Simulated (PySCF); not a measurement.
# H6NO3Pb (Pb(OH)3(NH3)+): the cost of one run

The runs use PySCF 2.14.0; PBE0, Pb def2-SVP with ECP60, O def2-SVP, H def2-SVP, N def2-SVP; scalar-relativistic core potentials, no spin–orbit coupling.

1 further run of the same task is left out (for a known fault of the program).

## 1. Where the work starts

11 atoms, charge 1, spin multiplicity 1.

Bond lengths: Pb1–O2 1.918 Å, Pb1–O4 1.918 Å, Pb1–O6 1.918 Å, Pb1–N8 2.240 Å, O2–H3 0.966 Å, O4–H5 0.966 Å, O6–H7 0.966 Å, N8–H9 1.020 Å, N8–H10 1.020 Å, N8–H11 1.020 Å. Angles: O2–Pb1–O4 109.5°, O2–Pb1–O6 109.5°, O2–Pb1–N8 109.5°, O4–Pb1–O6 109.5°, O4–Pb1–N8 109.5°, O6–Pb1–N8 109.5°, Pb1–O2–H3 158.7°, Pb1–O4–H5 158.7°, Pb1–O6–H7 158.7°, Pb1–N8–H9 113.0°, Pb1–N8–H10 113.0°, Pb1–N8–H11 113.0°, H9–N8–H10 105.8°, H9–N8–H11 105.8°, H10–N8–H11 105.8°.

As a file:

```xyz
11
charge 1, multiplicity 1
Pb    0.00000    0.00000    0.00000
O     1.10760    1.10760    1.10760
H     1.62720    1.37970    1.87470
O    -1.10760   -1.10760    1.10760
H    -1.62720   -1.37970    1.87470
O     1.10760   -1.10760   -1.10760
H     1.62720   -1.87470   -1.37970
N    -1.29330    1.29330   -1.29330
H    -1.90640    1.90640   -0.75620
H    -0.75620    1.90640   -1.90640
H    -1.90640    0.75620   -1.90640
```

Formal oxidation states: Pb +4.

## 2. SCF at the start, singlet

The input, run.py (the lines that set the calculation):

```python
mol = gto.M(atom='''
Pb     0.00000     0.00000     0.00000
O      1.10760     1.10760     1.10760
H      1.62720     1.37970     1.87470
O     -1.10760    -1.10760     1.10760
H     -1.62720    -1.37970     1.87470
O      1.10760    -1.10760    -1.10760
H      1.62720    -1.87470    -1.37970
N     -1.29330     1.29330    -1.29330
H     -1.90640     1.90640    -0.75620
H     -0.75620     1.90640    -1.90640
H     -1.90640     0.75620    -1.90640''',
    basis={'Pb': 'def2-SVP', 'O': 'def2-SVP', 'H': 'def2-SVP', 'N': 'def2-SVP'},
    ecp={'Pb': 'def2-SVP'},
    charge=1, spin=0)
mf = dft.RKS(mol, xc='PBE0')
mf.grids.atom_grid = (50, 194)
mf = mf.density_fit()  # fitting sets: Pb def2-universal-JKFIT, O def2-universal-JKFIT, H def2-universal-JKFIT, N def2-universal-JKFIT
mf.conv_tol = 1e-08; mf.max_cycle = 55
mf.kernel(dm0)  # dm0: free metal ions and neutral atoms
```

Launch:

```
$ OMP_NUM_THREADS=2 python run.py
```

**Question.** How long does this run take on 2 threads of Intel Xeon Platinum 8488C (Sapphire Rapids), shared host, and how much memory does it need?

About 3.4 s, with a peak of 0.67 GiB.
